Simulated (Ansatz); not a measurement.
# CdSe: the band gap up the ladder of functionals

The task here is to estimate one member of a computed series from the others.

The runs shown are made with Ansatz 0.2.0. PAW datasets, plane waves. No spin polarisation and no zero-point or thermal motion.

### The cell

The cell was relaxed beforehand with r2SCAN.

Space group P6_3mc (No. 186), hexagonal; a = 4.341 Å, c = 7.077 Å in the conventional setting, 28.87 Å³ an atom. Cd has 4 Se at 2.66 Å; Se has 4 Cd at 2.66 Å.

Structure file:

```xyz
4
Lattice="4.3407 0.0000 0.0000 -2.1704 3.7592 0.0000 0.0000 0.0000 7.0766" Properties=species:S:1:pos:R:3 pbc="T T T"
Cd    0.0000    2.5061   -0.0034
Cd    2.1704    1.2531    3.5350
Se    0.0000    2.5061    2.6571
Se    2.1704    1.2531    6.1954
```

Set-up of the first run:

input.yaml reads:

```yaml
crystal:
  lattice:
    - [4.340723666, 0.0, 0.0]
    - [-2.170361833, 3.7591769656, 0.0]
    - [0.0, 0.0, 7.0766459791]
  atoms:
    - { symbol: Cd, position: [0.3333333333, 0.6666666667, -0.0004760039] }
    - { symbol: Cd, position: [0.6666666667, 0.3333333333, 0.4995239961] }
    - { symbol: Se, position: [0.3333333333, 0.6666666667, 0.3754760039] }
    - { symbol: Se, position: [0.6666666667, 0.3333333333, 0.8754760039] }
kpoints:
  mp_grid: { grid: [12, 12, 4] }
  band_path:
    path:
      - [[0.0, 0.0, 0.0], [0.5, -1.990402616407e-18, -1.673371313819e-35], [0.3333333333333, 0.3333333333333, 2.393723905986e-35], [0.0, 0.0, 0.0], [4.093726583691e-56, -3.109166421573e-51, 0.5], [0.5, -1.990402616407e-18, 0.5], [0.3333333333333, 0.3333333333333, 0.5], [4.093726583691e-56, -3.109166421573e-51, 0.5]]
      - [[0.5, -1.990402616407e-18, 0.5], [0.5, -1.990402616407e-18, -1.673371313819e-35]]
      - [[0.3333333333333, 0.3333333333333, 0.5], [0.3333333333333, 0.3333333333333, 2.393723905986e-35]]
    npoints: 10
hamiltonian:
  xc: pbe
scf:
  occupations: { method: fermi_dirac, width: 0.02 }
  n_extra_bands: 5
output:
  forces: true
  stress: true
  eigenvalues: true
```

Run with:

```sh
> ansatz run input.yaml --threads 2 --pin off --max-ram 2211MiB --backend cpu --events-out ev --progress --plain --runs-dir out
```

Among the steps run: Band structure with PBE; r2SCAN; HSE06 at the same geometry; Single point with PBE+SOC; G0W0 on PBE; PBE0 at the same geometry.

One of the session's tables, all rows but one given; the rest of the session is left out.

| level | gap (eV) |
| --- | --- |
| PBE | ? |
| r2SCAN | 1.11 |
| HSE06 | 1.54 |
| PBE+SOC | 0.49 |
| G0W0@PBE (344 empty bands) | 1.21 |
| PBE0 | 2.14 |

Estimate the missing values for PBE.

The run gave: gap (eV): 0.61. In the column «gap (eV)» it lies between PBE+SOC (0.49) and r2SCAN (1.11).

Meshes: PBE 12×12×4, r2SCAN 12×12×4, HSE06 6×6×4, PBE+SOC 12×12×4, PBE0 6×6×4

To keep in mind: G0W0 here is at a finite number of bands, screening cutoff and k mesh, not at the basis limit. Warnings in the runs' records: stress exchange threshold loose, stress scf threshold loose.
